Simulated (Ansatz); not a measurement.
# AlCu5: the cost of one run

Computed with Ansatz 0.2.0 (DFT PBE, scalar-relativistic, plane waves, PAW, unless a step's input says otherwise).

1 further run of the same task is left out (it didn't finish).

**1. Starting point**

It takes space group P-3m1 (No. 164, trigonal). The conventional cell has a = 2.656 Å, b = 2.656 Å, c = 13.012 Å, α = 90.00°, β = 90.00°, γ = 120.00°. Al (site symmetry -3m) is surrounded by 6 Al at 2.66 Å and 6 Cu at 2.66 Å. Around Cu (site symmetry 3m) lie 12 Cu at 2.66 Å. Around Cu (site symmetry 3m) lie 9 Cu at 2.66 Å and 3 Al at 2.66 Å. Cu (site symmetry -3m) is surrounded by 12 Cu at 2.66 Å.

As a file:

```cif
data_structure
_symmetry_space_group_name_H-M 'P 1'
_symmetry_Int_Tables_number 1
_cell_length_a 2.6561
_cell_length_b 2.6561
_cell_length_c 13.0121
_cell_angle_alpha 90.000
_cell_angle_beta 90.000
_cell_angle_gamma 120.000
_cell_volume 79.50
loop_
_atom_site_label
_atom_site_type_symbol
_atom_site_fract_x
_atom_site_fract_y
_atom_site_fract_z
_atom_site_occupancy
Al1 Al 0.00000 0.00000 0.50000 1
Cu1 Cu 0.33333 0.66667 0.83333 1
Cu2 Cu 0.66667 0.33333 0.66667 1
Cu3 Cu 0.33333 0.66667 0.33333 1
Cu4 Cu 0.66667 0.33333 0.16667 1
Cu5 Cu 0.00000 0.00000 0.00000 1
```

The start is an ordering of an alloy on its end members' structure types: elements ordered on the sites of the Rh type, Cu/Al on Rh (P-3m1, No. 164).

**2. Probe: one point on a coarse mesh**

Input file input.yaml:

```yaml
crystal:
  lattice:
    - [2.65609054, 0.0, 0.0]
    - [-1.32804527, 2.30024188, 0.0]
    - [0.0, 0.0, 13.01213305]
  atoms:
    - { symbol: Al, position: [0.0, 0.0, 0.5] }
    - { symbol: Cu, position: [0.33333333, 0.66666667, 0.83333333] }
    - { symbol: Cu, position: [0.66666667, 0.33333333, 0.66666667] }
    - { symbol: Cu, position: [0.33333333, 0.66666667, 0.33333333] }
    - { symbol: Cu, position: [0.66666667, 0.33333333, 0.16666667] }
    - { symbol: Cu, position: [0.0, 0.0, 0.0] }
basis:
  ecutwfc: 420
kpoints:
  mp_grid: { grid: [6, 6, 2] }
hamiltonian:
  xc: pbe
scf:
  occupations: { method: gaussian, width: 0.1 }
  lower_state_search: "off"
output:
  forces: true
  stress: true
  eigenvalues: true
```

Run with:

```console
$ ansatz run input.yaml --threads 1 --pin off --max-ram 2560MiB --backend cpu --events-out ev --progress --plain --runs-dir out
```

**Question.** How long does this run take on 1 thread of Intel Xeon at 2.50GHz (Skylake/Cascade Lake), shared host, and how much memory does it need?

About 6.9 s, with a peak of 0.38 GiB.
